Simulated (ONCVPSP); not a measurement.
# Pseudopotential generation for Os: ONCV, PBEsol

Task: generate the file, and judge it by its errors in other configurations, its logarithmic derivatives, its ghosts and its cutoff.

Program: ONCVPSP 4.0.1. Reference atom: PBEsol, scalar-relativistic, spherical and spin-unpolarised. All values are calculated.

### 1 Starting point

Typed settings, in words:

```
element                 : osmium (Os, Z = 76)
type                    : optimised norm-conserving Vanderbilt (ONCV)
frozen core             : [Kr] 4d10 4f14 5s2
valence charge          : 14
reference configuration : 5p6 5d6 6s1.5 6p0.5
partial waves           : 6s: rc 2.30 bohr, ncon 3, nbas 6, qcut 2.2 1/bohr, 2 projectors, debl 3.7 Ha; 5p+6p: rc 2.00 bohr, ncon 4, nbas 8, qcut 5.8 1/bohr, 3 projectors, debl 2.6 Ha; 5d: rc 2.00 bohr, ncon 4, nbas 8, qcut 8.4 1/bohr, 2 projectors, debl 4 Ha
local potential         : polynomial inside 1.35 bohr (lpopt 5, dvloc0 -1 Ha)
core correction         : Teter function, fcfact 2, rcfact 1.15
```

### 2 The generation run

File Os.dat:

```
# ATOM AND REFERENCE CONFIGURATION
# atsym  z   nc   nv     iexc    psfile
  Os 76.00   11    4  -116133      upf
#
#   n    l    f
    1    0    2.00
    2    0    2.00
    2    1    6.00
    3    0    2.00
    3    1    6.00
    3    2   10.00
    4    0    2.00
    4    1    6.00
    4    2   10.00
    4    3   14.00
    5    0    2.00
    5    1    6.00
    5    2    6.00
    6    0    1.50
    6    1    0.50
#
# PSEUDOPOTENTIAL AND OPTIMIZATION
# lmax
    2
#
#   l,   rc,      ep,       ncon, nbas, qcut
    0    2.30    0.00    3    6    2.20
    1    2.00    0.00    4    8    5.80
    2    2.00    0.00    4    8    8.40
#
# LOCAL POTENTIAL
# lloc, lpopt,  rc(5),   dvloc0
    4    5    1.35   -1.00
#
# VANDERBILT-KLEINMAN-BYLANDER PROJECTORs
# l, nproj, debl
    0    2    3.70
    1    3    2.60
    2    2    4.00
#
# MODEL CORE CHARGE
# icmod, fcfact, rcfact
    3    2.00    1.15
#
# LOG DERIVATIVE ANALYSIS
# epsh1, epsh2, depsh
   -3.00    5.00    0.02
#
# OUTPUT GRID
# rlmax, drl
    6.00    0.01
#
# TEST CONFIGURATIONS
# ncnf
    4
# nvcnf
#   n    l    f
    4
    5    1    6.00
    5    2    6.00
    6    0    2.00
    6    1    0.00
#
    4
    5    1    6.00
    5    2    6.00
    6    0    1.00
    6    1    0.00
#
    4
    5    1    6.00
    5    2    6.00
    6    0    0.00
    6    1    0.00
#
    4
    5    1    5.00
    5    2    6.00
    6    0    2.00
    6    1    0.00
#
```

Launch:

```
$ oncvpsp.x < Os.dat > Os.out
```

What does the calculation give? Wanted: cutoffs for 1 and 0.1 mHa per electron, occupied waves; bound ghosts; GHOST(+) flags; largest test error; largest phase difference near zero energy, channels read; rms error of d²Exc/dn², without and with the model core.

The runs gave:

| quantity | value |
| --- | --- |
| cutoffs for 1 and 0.1 mHa per electron, occupied waves | 18 Ha and 22 Ha |
| bound ghosts | s at -70.74 eV |
| GHOST(+) flags | s at 142 eV |
| largest test error (AE − PS) | -255 meV, for 5p5 5d6 6s2 6p0 |
| largest phase difference near zero energy, channels read | 0.002 rad |
| rms error of d²Exc/dn², without and with the model core | 3.68 and 2.34 mHa |

What this shows: A bound ghost (s) makes it unfit for use: electrons can fall into a state that the atom doesn't have. By total energies transferability is poor: the largest error is 255 meV on 54.4 eV, for 5p5 5d6 6s2 6p0. That test lies far up in energy; among those under 40 eV, nearer to bonding, the largest error is 23 meV. The potential is of middling hardness: the looser tolerance needs 18 Ha. At the looser tolerance the 5d wave is the slowest; 5p needs 13 Ha. Near zero energy the phases of the channels with partial waves agree within 0.002 rad. The pseudo curves have a pole with no partner nearby in the atom's: s at -2.60 Ha. The program also flags highly localised states, GHOST(+) (s). Note that the frozen 4f shell (-53 eV) lies hardly deeper than the valence 5p shell (-52 eV).
